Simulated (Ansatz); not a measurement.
Born–Oppenheimer molecular dynamics of a periodic cell of 16 atoms, Mo (start crystal Mo, start structure bcc, volume 1.15 times the crystal's). It starts from a structure without forces on its atoms.

Level of theory: Ansatz, DFT PBE-D3(BJ), scalar-relativistic, plane waves, PAW. Settings: accuracy low, cutoff 420 eV, k mesh 2x2x2, fermi-dirac smearing 0.17 eV, no spin polarisation.

* ensemble: NVT, Langevin thermostat
* time step: 3 fs
* steps asked: 110
* set temperature: 2000 K
* friction: 0.02 /fs
* seed: 900397

Frames 15 fs apart, positions in Å, forces in eV/Å.

Velocities at 0.0 fs (Å/ps):

```
Mo 0.50 -1.53 2.06
Mo -3.26 2.05 1.43
Mo -0.94 2.21 7.05
Mo 1.16 -3.65 -0.34
Mo -2.66 0.04 -2.04
Mo -0.77 -4.63 -5.39
Mo 1.98 -0.91 10.09
Mo 5.07 1.78 -6.38
Mo 2.54 -6.11 -4.05
Mo 1.94 3.20 -3.36
Mo -4.67 5.20 -5.79
Mo 0.66 0.93 -1.14
Mo -1.36 -8.50 0.52
Mo -4.60 7.03 -5.01
Mo 3.57 3.98 6.54
Mo 0.85 -1.08 5.82
```

```xyz
16
Lattice="6.6004 0.0000 0.0000 0.0000 6.6004 0.0000 0.0000 0.0000 6.6004" Properties=species:S:1:pos:R:3:forces:R:3 time_fs=0.0 energy_less_start_eV=0.000 T=1875
Mo 0.000 0.000 0.000 0.00 0.00 0.00
Mo 3.300 0.000 0.000 0.00 0.00 0.00
Mo 0.000 3.300 0.000 0.00 0.00 0.00
Mo 0.000 0.000 3.300 0.00 0.00 0.00
Mo 1.650 1.650 1.650 0.00 0.00 0.00
Mo 3.300 3.300 0.000 0.00 0.00 0.00
Mo 3.300 0.000 3.300 0.00 0.00 0.00
Mo 4.950 1.650 1.650 0.00 0.00 0.00
Mo 0.000 3.300 3.300 0.00 0.00 0.00
Mo 1.650 4.950 1.650 0.00 0.00 0.00
Mo 1.650 1.650 4.950 0.00 0.00 0.00
Mo 3.300 3.300 3.300 0.00 0.00 0.00
Mo 4.950 4.950 1.650 0.00 0.00 0.00
Mo 4.950 1.650 4.950 0.00 0.00 0.00
Mo 1.650 4.950 4.950 0.00 0.00 0.00
Mo 4.950 4.950 4.950 0.00 0.00 0.00
16
Lattice="6.6004 0.0000 0.0000 0.0000 6.6004 0.0000 0.0000 0.0000 6.6004" Properties=species:S:1:pos:R:3:forces:R:3 time_fs=15.0 energy_less_start_eV=0.566 T=1384
Mo 0.004 -0.004 -0.011 -0.24 0.09 0.04
Mo 3.234 0.043 -0.010 0.51 -0.47 0.34
Mo -0.016 3.316 0.090 0.13 0.04 -1.05
Mo -0.003 -0.054 3.317 0.08 0.19 -0.23
Mo 1.641 1.646 1.601 0.33 -0.07 0.23
Mo 3.293 3.224 -0.054 -0.08 0.85 0.53
Mo 3.337 0.021 3.419 -0.32 -0.11 -0.98
Mo 5.037 1.685 1.559 -0.76 -0.68 0.61
Mo -0.001 3.259 3.235 0.10 0.41 0.61
Mo 1.682 4.973 1.587 -0.28 -0.08 0.69
Mo 1.550 1.737 4.857 0.50 -0.77 0.55
Mo 3.341 3.315 3.338 -0.43 0.06 -0.59
Mo 4.907 4.875 1.675 0.33 0.77 0.07
Mo 4.886 1.733 4.893 0.33 -0.82 0.24
Mo 1.688 4.954 4.999 -0.36 0.23 -0.57
Mo 4.947 4.943 5.026 0.16 0.35 -0.49
16
Lattice="6.6004 0.0000 0.0000 0.0000 6.6004 0.0000 0.0000 0.0000 6.6004" Properties=species:S:1:pos:R:3:forces:R:3 time_fs=30.0 energy_less_start_eV=1.842 T=1407
Mo 0.012 0.041 -0.045 -0.35 -0.17 0.32
Mo 3.205 0.060 -0.083 0.62 -0.85 0.92
Mo -0.002 3.335 0.146 0.10 0.14 -1.62
Mo -0.024 -0.104 3.342 0.35 0.36 -0.57
Mo 1.684 1.613 1.571 0.01 0.04 0.17
Mo 3.294 3.133 -0.114 -0.20 1.71 1.13
Mo 3.418 0.051 3.497 -0.88 -0.44 -1.62
Mo 5.046 1.748 1.488 -0.64 -1.37 0.93
Mo 0.004 3.268 3.187 0.29 0.44 0.82
Mo 1.760 4.989 1.516 -0.65 -0.08 0.96
Mo 1.422 1.772 4.767 1.19 -1.11 1.04
Mo 3.432 3.306 3.398 -1.23 0.31 -1.28
Mo 4.856 4.832 1.737 0.85 1.26 -0.46
Mo 4.870 1.769 4.882 0.67 -1.34 0.31
Mo 1.668 4.933 5.002 -0.20 0.39 -0.78
Mo 4.967 4.912 5.019 0.09 0.70 -0.25
16
Lattice="6.6004 0.0000 0.0000 0.0000 6.6004 0.0000 0.0000 0.0000 6.6004" Properties=species:S:1:pos:R:3:forces:R:3 time_fs=45.0 energy_less_start_eV=3.144 T=1401
Mo -0.008 0.118 -0.100 -0.16 -0.49 0.81
Mo 3.232 0.116 -0.153 0.28 -1.06 1.14
Mo 0.073 3.416 0.139 -0.41 -0.02 -1.58
Mo -0.042 -0.131 3.399 0.56 0.11 -1.36
Mo 1.710 1.613 1.556 -0.14 0.00 -0.12
Mo 3.227 3.117 -0.155 0.35 1.79 1.18
Mo 3.505 0.085 3.521 -1.31 -0.79 -1.84
Mo 5.049 1.846 1.427 -0.63 -1.86 0.84
Mo -0.016 3.190 3.145 0.44 1.39 0.55
Mo 1.800 5.003 1.458 -0.62 0.02 0.97
Mo 1.313 1.763 4.672 1.97 -1.08 1.65
Mo 3.485 3.244 3.437 -1.45 0.89 -1.65
Mo 4.798 4.854 1.753 1.00 1.09 -0.70
Mo 4.941 1.735 4.857 0.19 -0.80 0.76
Mo 1.643 4.928 4.990 0.03 0.30 -0.85
Mo 4.992 4.924 4.969 -0.10 0.50 0.20
16
Lattice="6.6004 0.0000 0.0000 0.0000 6.6004 0.0000 0.0000 0.0000 6.6004" Properties=species:S:1:pos:R:3:forces:R:3 time_fs=60.0 energy_less_start_eV=3.689 T=1222
Mo -0.072 0.154 -0.107 0.23 -0.67 1.18
Mo 3.235 0.132 -0.165 0.21 -0.94 1.03
Mo 0.144 3.491 0.126 -0.88 -0.37 -1.31
Mo -0.032 -0.164 3.458 0.41 0.18 -2.30
Mo 1.678 1.568 1.511 -0.08 0.51 -0.06
Mo 3.204 3.176 -0.225 0.65 1.15 1.32
Mo 3.519 0.133 3.530 -1.25 -0.95 -1.89
Mo 5.013 1.897 1.417 -0.51 -1.61 0.68
Mo 0.009 3.191 3.135 0.07 1.30 0.19
Mo 1.795 5.032 1.415 -0.50 -0.09 1.13
Mo 1.252 1.677 4.636 2.71 -0.29 1.87
Mo 3.423 3.228 3.420 -0.72 0.85 -1.55
Mo 4.746 4.884 1.736 0.91 0.73 -0.66
Mo 4.998 1.699 4.856 -0.71 0.08 0.66
Mo 1.638 4.932 4.974 0.40 0.09 -0.94
Mo 5.076 4.953 4.911 -0.92 0.04 0.67
16
Lattice="6.6004 0.0000 0.0000 0.0000 6.6004 0.0000 0.0000 0.0000 6.6004" Properties=species:S:1:pos:R:3:forces:R:3 time_fs=75.0 energy_less_start_eV=3.833 T=1536
Mo -0.143 0.153 -0.069 0.67 -0.48 0.81
Mo 3.240 0.072 -0.141 0.07 -0.37 0.77
Mo 0.139 3.577 0.060 -0.70 -1.01 -0.63
Mo -0.004 -0.234 3.421 0.18 1.23 -2.47
Mo 1.643 1.507 1.486 -0.01 1.20 0.04
Mo 3.229 3.270 -0.213 0.53 0.39 1.12
Mo 3.464 0.131 3.495 -0.83 -0.76 -1.64
Mo 4.977 1.924 1.419 -0.36 -1.33 0.65
Mo 0.034 3.244 3.129 -0.07 0.49 -0.03
Mo 1.748 5.125 1.453 -0.43 -0.85 0.84
Mo 1.226 1.563 4.606 2.76 0.74 1.87
Mo 3.381 3.221 3.398 -0.47 0.74 -1.22
Mo 4.681 4.903 1.706 1.04 0.60 -0.59
Mo 5.001 1.700 4.877 -0.99 0.11 0.18
Mo 1.634 4.956 4.992 1.06 -0.17 -0.97
Mo 5.227 4.963 4.835 -2.46 -0.51 1.27
16
Lattice="6.6004 0.0000 0.0000 0.0000 6.6004 0.0000 0.0000 0.0000 6.6004" Properties=species:S:1:pos:R:3:forces:R:3 time_fs=90.0 energy_less_start_eV=3.846 T=1813
Mo -0.126 0.133 -0.002 0.37 -0.06 0.01
Mo 3.239 0.022 -0.142 0.27 0.22 0.56
Mo 0.113 3.614 -0.026 -0.63 -1.43 0.11
Mo 0.033 -0.282 3.332 -0.08 2.69 -1.65
Mo 1.643 1.497 1.466 -0.04 1.76 0.16
Mo 3.187 3.332 -0.139 0.80 -0.09 0.56
Mo 3.441 0.138 3.384 -0.61 -0.70 -1.01
Mo 4.962 1.907 1.426 -0.23 -0.98 0.70
Mo 0.043 3.385 3.136 -0.11 -1.07 -0.21
Mo 1.699 5.225 1.532 -0.15 -2.01 0.22
Mo 1.261 1.514 4.613 2.25 1.16 1.45
Mo 3.310 3.168 3.369 -0.06 0.95 -0.82
Mo 4.681 4.949 1.655 0.95 0.35 -0.58
Mo 5.015 1.719 4.906 -0.93 -0.10 -0.27
Mo 1.650 4.983 4.994 1.34 -0.29 -0.77
Mo 5.314 4.938 4.760 -3.14 -0.42 1.53
16
Lattice="6.6004 0.0000 0.0000 0.0000 6.6004 0.0000 0.0000 0.0000 6.6004" Properties=species:S:1:pos:R:3:forces:R:3 time_fs=105.0 energy_less_start_eV=3.902 T=1498
Mo -0.080 0.114 0.028 -0.21 0.17 -0.39
Mo 3.190 0.016 -0.169 0.61 0.42 0.50
Mo 0.085 3.612 -0.087 -0.70 -1.53 0.35
Mo 0.064 -0.296 3.259 -0.23 3.83 -0.94
Mo 1.597 1.540 1.506 0.32 1.68 0.08
Mo 3.135 3.377 -0.051 1.08 -0.35 0.01
Mo 3.464 0.114 3.286 -0.59 -0.63 -0.51
Mo 5.012 1.854 1.474 -0.48 -0.81 0.49
Mo 0.059 3.497 3.141 -0.26 -2.33 -0.27
Mo 1.613 5.217 1.586 0.64 -2.42 -0.48
Mo 1.248 1.487 4.715 2.28 1.20 0.92
Mo 3.248 3.064 3.307 0.13 1.30 -0.36
Mo 4.688 4.950 1.593 0.72 0.33 -0.54
Mo 5.012 1.719 4.912 -0.83 -0.12 -0.24
Mo 1.723 4.960 4.928 0.84 -0.13 -0.29
Mo 5.344 4.978 4.720 -3.34 -0.61 1.68
16
Lattice="6.6004 0.0000 0.0000 0.0000 6.6004 0.0000 0.0000 0.0000 6.6004" Properties=species:S:1:pos:R:3:forces:R:3 time_fs=120.0 energy_less_start_eV=3.640 T=1744
Mo -0.090 0.064 0.040 -0.06 0.38 -0.73
Mo 3.217 0.032 -0.237 0.32 0.40 0.66
Mo 0.058 3.585 -0.116 -0.66 -1.47 0.23
Mo 0.085 -0.267 3.209 -0.81 3.31 -0.07
Mo 1.502 1.658 1.500 0.96 0.45 0.33
Mo 3.136 3.452 0.034 0.86 -0.87 -0.71
Mo 3.483 0.042 3.146 -0.70 -0.14 0.21
Mo 5.040 1.800 1.519 -0.85 -0.75 0.37
Mo 0.073 3.495 3.153 -0.57 -2.13 0.07
Mo 1.545 5.161 1.647 1.25 -1.83 -1.11
Mo 1.246 1.434 4.832 2.30 1.16 0.29
Mo 3.197 2.970 3.260 0.35 1.45 0.00
Mo 4.659 4.891 1.508 1.02 0.74 0.08
Mo 4.993 1.723 4.933 -0.67 -0.19 -0.38
Mo 1.811 4.952 4.889 -0.16 -0.03 -0.19
Mo 5.295 4.989 4.740 -2.56 -0.48 0.94
16
Lattice="6.6004 0.0000 0.0000 0.0000 6.6004 0.0000 0.0000 0.0000 6.6004" Properties=species:S:1:pos:R:3:forces:R:3 time_fs=135.0 energy_less_start_eV=4.090 T=2004
Mo -0.116 0.063 0.120 0.20 -0.13 -1.77
Mo 3.203 0.080 -0.291 0.38 -0.04 0.92
Mo 0.035 3.534 -0.200 -0.62 -1.00 0.66
Mo 0.054 -0.204 3.161 -0.90 2.00 0.99
Mo 1.404 1.777 1.476 1.81 -0.47 0.74
Mo 3.143 3.470 0.082 0.24 -1.36 -1.49
Mo 3.476 -0.013 3.043 -0.84 0.27 0.86
Mo 5.120 1.725 1.509 -1.79 -0.20 0.62
Mo 0.064 3.441 3.176 -0.80 -1.07 0.26
Mo 1.485 5.113 1.706 1.42 -1.24 -1.51
Mo 1.279 1.413 4.940 2.00 1.04 -0.68
Mo 3.160 2.916 3.276 0.61 1.37 0.01
Mo 4.597 4.823 1.390 1.70 1.15 1.24
Mo 4.966 1.678 4.925 -0.50 0.00 -0.53
Mo 1.938 4.965 4.832 -1.44 -0.02 -0.18
Mo 5.220 4.987 4.813 -1.46 -0.30 -0.16
16
Lattice="6.6004 0.0000 0.0000 0.0000 6.6004 0.0000 0.0000 0.0000 6.6004" Properties=species:S:1:pos:R:3:forces:R:3 time_fs=150.0 energy_less_start_eV=4.821 T=1818
Mo -0.148 0.062 0.173 0.45 -0.78 -2.41
Mo 3.185 0.123 -0.326 0.66 -0.53 1.46
Mo 0.033 3.394 -0.221 -1.06 0.15 0.56
Mo 0.016 -0.079 3.118 -0.54 0.33 1.50
Mo 1.398 1.908 1.487 2.06 -1.39 0.78
Mo 3.144 3.429 0.062 0.01 -1.30 -1.70
Mo 3.447 -0.051 3.026 -0.70 0.34 0.85
Mo 5.160 1.678 1.504 -2.36 0.26 0.93
Mo 0.108 3.398 3.177 -1.29 -0.14 0.46
Mo 1.492 5.023 1.743 0.89 -0.03 -1.53
Mo 1.301 1.392 5.063 1.68 1.15 -1.67
Mo 3.108 2.910 3.293 1.16 1.12 0.08
Mo 4.608 4.791 1.220 1.73 1.21 2.30
Mo 4.951 1.628 4.940 -0.45 0.23 -0.84
Mo 2.016 5.045 4.761 -2.01 -0.41 -0.05
Mo 5.092 4.972 4.825 -0.22 -0.22 -0.73
16
Lattice="6.6004 0.0000 0.0000 0.0000 6.6004 0.0000 0.0000 0.0000 6.6004" Properties=species:S:1:pos:R:3:forces:R:3 time_fs=165.0 energy_less_start_eV=5.756 T=1182
Mo -0.217 0.013 0.192 1.05 -0.86 -2.86
Mo 3.171 0.130 -0.323 0.88 -0.57 1.78
Mo 0.066 3.206 -0.194 -1.75 1.54 -0.01
Mo 0.052 -0.012 3.046 -0.63 -0.50 1.92
Mo 1.374 1.994 1.511 2.52 -2.40 0.82
Mo 3.149 3.381 0.078 0.37 -0.90 -1.69
Mo 3.414 -0.071 3.027 -0.38 0.34 0.76
Mo 5.170 1.626 1.535 -2.71 0.65 0.89
Mo 0.121 3.367 3.212 -1.43 0.36 0.47
Mo 1.568 4.949 1.712 0.33 0.78 -1.08
Mo 1.290 1.378 5.110 1.56 1.07 -1.95
Mo 3.060 2.923 3.300 1.50 0.96 0.31
Mo 4.685 4.841 1.128 1.06 0.50 2.67
Mo 4.917 1.596 4.911 -0.41 0.20 -0.77
Mo 2.066 5.120 4.756 -2.26 -0.85 -0.28
Mo 4.992 4.957 4.843 0.30 -0.32 -0.97
```

Of the whole run (330 fs, mean temperature of the second half 2144 K): A run of 0.33 ps of so small a system gives no equilibrium averages. Limits of this set-up: coarse k mesh, low accuracy level.

Time of the run: 15 min on 2 threads of Arm Neoverse V1, on a shared host, peak memory 0.95 GiB.
